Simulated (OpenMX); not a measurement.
MoSe:

```
CELL_PARAMETERS angstrom
0.00000 2.89288 2.89288
2.89288 0.00000 2.89288
2.89288 2.89288 0.00000
ATOMIC_POSITIONS crystal
Mo 0.00000 0.00000 0.00000
Se 0.50000 0.50000 0.50000
```

The cell was built by a generator and needn't be a form met in nature.

Base run:

* Program: OpenMX 3.8.5
* Functional: LDA
* Potentials or basis: OpenMX 2013 LDA set, Mo7.0-s3p2d2, Se7.0-s3p2d2, grid cutoff 400 Ry
* k mesh: 7 × 7 × 7
* Occupations: fermi-dirac, width 0.05 eV
* Spin: no spin polarisation

Its results: pressure -24.6 GPa.

Question: The run is repeated on the same cell with these changes: functional from LDA to PBE; potentials or basis from OpenMX 2013 LDA set, Mo7.0-s3p2d2, Se7.0-s3p2d2, grid cutoff 400 Ry to OpenMX 2013 PBE set, Mo7.0-s3p2d2, Se7.0-s3p2d2, grid cutoff 400 Ry. What comes out?

Answer: Pressure -19.5 GPa.

Caveats: the basis of atomic orbitals isn't converged, which shifts pressures, moduli and gaps.
